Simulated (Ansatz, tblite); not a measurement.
# The cluster Al₂O₃: rung by rung

Aim: run the singlet of the cluster Al₂O₃ at one geometry on many levels, and compare frontier levels, spin and run time.

The runs use Ansatz 0.2.0, Gaussian basis; as each input shows.

Levels to be run: GFN1-xTB, GFN2-xTB, PBE-D4/def2-TZVP, r2SCAN-D4/def2-TZVP, HSE06-D4/def2-TZVP, PBE-QIDH/def2-TZVP, PBE+10HF/def2-SVP, PBE+15HF/def2-SVP, PBE+40HF/def2-SVP, PBE-D4/def2-SVP, PBE0-D4/def2-SVP, HF/STO-3G, HF/6-31G, B3LYP-D4/6-31G, PBE0-D4/def2-TZVPD, PBE-D4/def2-TZVPD, r2SCAN-D4/def2-TZVPD, CCSD(T)/def2-TZVPP, MP2/def2-TZVP, RPA/def2-TZVP.

2 further runs of the same task are left out: 2 set aside as unsound or not needed. Runs told in other sessions of the task aren't counted.

**1. The geometry**

The singlet was relaxed beforehand with PBE-D4/def2-SVP. At that level it is the lowest of the isomers that a small search found.

5 atoms, charge 0, spin multiplicity 1.

Bond lengths: Al1–O3 1.621 Å, Al1–O4 1.697 Å, Al2–O4 1.697 Å, Al2–O5 1.621 Å. Angles: O3–Al1–O4 179.9°, O4–Al2–O5 179.9°, Al1–O4–Al2 179.9°.

PBE0-D4/def2-TZVP was run before; its log isn't repeated, and its numbers join the tables.

**2. GFN1-xTB**

Tight binding, by tblite at 300 K electronic temperature and without a spin-polarisation term:

```python
tblite.interface.Calculator('GFN1-xTB', numbers, positions, charge=0, uhf=0).singlepoint()
```

Energy -457.1447 eV, HOMO -13.82 eV, LUMO -10.04 eV; 0.003 s.

**3. GFN2-xTB**

Tight binding, by tblite at 300 K electronic temperature and without a spin-polarisation term:

```python
tblite.interface.Calculator('GFN2-xTB', numbers, positions, charge=0, uhf=0).singlepoint()
```

Energy -393.9530 eV, HOMO -12.41 eV, LUMO -9.87 eV; 0.004 s.

**4. PBE-D4/def2-TZVP**

start.molden holds the orbitals of an earlier run on this state, given as this run's starting guess.

in.yaml

```yaml
crystal:
  periodic: [false, false, false]
  atoms:
    - {symbol: Al, position_ang: [1.056229, 1.326078, -0.083044]}
    - {symbol: Al, position_ang: [-1.055614, -1.326634, 0.081974]}
    - {symbol: O, position_ang: [2.063194, 2.593482, -0.161640]}
    - {symbol: O, position_ang: [-0.000318, 0.000152, -0.001612]}
    - {symbol: O, position_ang: [-2.063491, -2.593078, 0.164321]}
basis:
  gaussian: {orbitals: def2-TZVP, initial_orbitals: start.molden}
hamiltonian: {xc: pbe, dispersion: d4}
scf: {omitted_lower_state_checks: [starts]}
output: {orbitals: {seedname: orbitals}}
```

Started as:

```console
> ansatz run in.yaml --threads 4 --pin off --events-out ev --progress --plain --max-ram 4787MiB
```

The runs that follow: r2SCAN-D4/def2-TZVP; HSE06-D4/def2-TZVP; PBE-QIDH/def2-TZVP; PBE+10HF/def2-SVP; PBE+15HF/def2-SVP; PBE+40HF/def2-SVP; PBE-D4/def2-SVP; PBE0-D4/def2-SVP; HF/STO-3G; HF/6-31G; B3LYP-D4/6-31G; PBE0-D4/def2-TZVPD; PBE-D4/def2-TZVPD; r2SCAN-D4/def2-TZVPD; CCSD(T)/def2-TZVPP; MP2/def2-TZVP; RPA/def2-TZVP.

Q: Predict the results of all the runs planned. Wanted: gap in def2-TZVP, named functionals, smallest and largest; gap over the share of exact exchange; correlation energy, CCSD(T)/def2-TZVPP; correlation energy, MP2/def2-TZVP; binding an atom, functionals in def2-TZVP; PBE0 total energy, smallest basis above largest.

**Answer**, as computed:

```
                                                 quantity                                value
gap in def2-TZVP, named functionals, smallest and largest  2.31 eV (PBE-D4), 4.46 eV (PBE0-D4)
                     gap over the share of exact exchange         2.33 eV at 0, 5.78 eV at 0.4
                   correlation energy, CCSD(T)/def2-TZVPP                            -24.32 eV
                        correlation energy, MP2/def2-TZVP                            -23.76 eV
                binding an atom, functionals in def2-TZVP   3.82 (PBE0-D4) to 4.14 eV (PBE-D4)
          PBE0 total energy, smallest basis above largest      12.66 eV (def2-SVP, def2-TZVPD)
```

What this shows: Over the named functionals in def2-TZVP the gap runs from 2.31 eV (PBE-D4) to 4.46 eV (PBE0-D4); exact exchange widens it. Raising the share of exact exchange from 0 to 0.4 moves the HOMO by -2.22 eV and the LUMO by +1.23 eV. Notes on CCSD(T)/def2-TZVPP: large T1 diagnostic.
